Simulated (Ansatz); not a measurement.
# Ti6Al6CO: the cost of one run

Program: Ansatz 0.2.0. Level of theory: DFT PBE, scalar-relativistic, plane waves, PAW. These are calculated values, not measurements.

13 further runs of the same task are left out: 13 set aside as unsound or not needed.

## 1. Starting point

Symmetry: Pm, No. 6, monoclinic system. The conventional cell has a = 4.958 Å, b = 5.644 Å, c = 22.687 Å, α = 90.00°, β = 90.00°, γ = 90.00°. Ti (site symmetry 1) has 3 Ti at 2.78 to 2.82 Å and 6 Al at 2.84 to 2.85 Å as nearest neighbours. Around Al (site symmetry m) lie 3 Al at 2.77 to 2.82 Å and 6 Ti at 2.85 to 2.86 Å. Around Ti (site symmetry 1) lie 4 Ti at 2.74 to 2.82 Å and 8 Al at 2.84 to 2.91 Å. Al (site symmetry m) has 4 Al at 2.77 to 2.87 Å and 8 Ti at 2.80 to 2.86 Å as nearest neighbours. Ti (site symmetry 1) is surrounded by 3 Ti at 2.74 to 2.82 Å and 6 Al at 2.80 to 2.87 Å. Al (site symmetry m) has 1 C at 1.68 Å as nearest neighbours. Only part of the 11 independent sites is listed.

Coordinates:

```cif
data_structure
_symmetry_space_group_name_H-M 'P 1'
_symmetry_Int_Tables_number 1
_cell_length_a 5.6442
_cell_length_b 4.9582
_cell_length_c 22.6873
_cell_angle_alpha 90.000
_cell_angle_beta 90.000
_cell_angle_gamma 90.000
_cell_volume 634.91
loop_
_atom_site_label
_atom_site_type_symbol
_atom_site_fract_x
_atom_site_fract_y
_atom_site_fract_z
_atom_site_occupancy
Ti1 Ti 0.00000 0.32396 0.17631 1
Ti2 Ti 0.50000 0.32396 0.17631 1
Al1 Al 0.25000 0.82396 0.17631 1
Al2 Al 0.75000 0.82396 0.17631 1
Ti3 Ti 0.00000 0.63771 0.27794 1
Ti4 Ti 0.50000 0.63771 0.27794 1
Al3 Al 0.25000 0.14022 0.27702 1
Al4 Al 0.75000 0.14022 0.27702 1
Ti5 Ti 0.00000 0.95957 0.37601 1
Ti6 Ti 0.50000 0.95957 0.37601 1
Al5 Al 0.25000 0.45661 0.38292 1
Al6 Al 0.75000 0.45661 0.38292 1
C1 C 0.25000 0.45661 0.45697 1
O1 O 0.25000 0.45661 0.50810 1
```

This is the geometry of the first run shown, built on a cell relaxed beforehand with the same method.

## 2. The scan

Atoms count from 1 in the order of the input.

CO stands on one site of a rigid substrate while its tilt and height are varied at a fixed bond length.

The axes are (1) tilt of the C13-O14 axis from the surface normal: 7 values from 0 to 90 °; (2) height of C13 above the plane of Al11: 6 values from 1.68 to 3.23 Å.

Nothing else is relaxed. Points are written as (first, second).

## 3. The run at (0°, 1.68 Å)

A dipole layer in the vacuum cancels the field that periodic copies would set up if the slab's two faces differ.

Contents of input.yaml:

```yaml
crystal:
  lattice:
    - [5.6441828185, 0.0, 0.0]
    - [0.0, 4.9582470464, 0.0]
    - [0.0, 0.0, 22.6873157978]
  atoms:
    - { symbol: Ti, position: [0.0, 0.3239558521, 0.1763099714] }
    - { symbol: Ti, position: [0.5, 0.3239558521, 0.1763099714] }
    - { symbol: Al, position: [0.25, 0.8239558521, 0.1763099714] }
    - { symbol: Al, position: [0.75, 0.8239558521, 0.1763099714] }
    - { symbol: Ti, position: [0.0, 0.6377058016, 0.2779398612] }
    - { symbol: Ti, position: [0.5, 0.6377058016, 0.2779398612] }
    - { symbol: Al, position: [0.25, 0.1402178082, 0.2770225335] }
    - { symbol: Al, position: [0.75, 0.1402178082, 0.2770225335] }
    - { symbol: Ti, position: [0.0, 0.9595688129, 0.3760110215] }
    - { symbol: Ti, position: [0.5, 0.9595688129, 0.3760110215] }
    - { symbol: Al, position: [0.25, 0.456610508, 0.3829151] }
    - { symbol: Al, position: [0.75, 0.456610508, 0.3829151] }
    - { symbol: C, position: [0.25, 0.456610508, 0.456965288] }
    - { symbol: O, position: [0.25, 0.456610508, 0.5080951797] }
basis:
  ecutwfc: 420
kpoints:
  mp_grid: { grid: [5, 6, 1] }
hamiltonian:
  xc: pbe
scf:
  occupations: { method: gaussian, width: 0.1 }
output:
  forces: true
  eigenvalues: true
efield:
  axis: 3
  dipole_correction: true
  ramp_width: 0.04
```

Started as:

```console
$ ansatz run input.yaml --threads 4 --pin off --max-ram 12288MiB --backend cpu --events-out ev --progress --plain --runs-dir out
```

What time and memory should one allow on 4 threads of Arm Neoverse V2, shared host?

About 10 s, with a peak of 1.3 GiB.
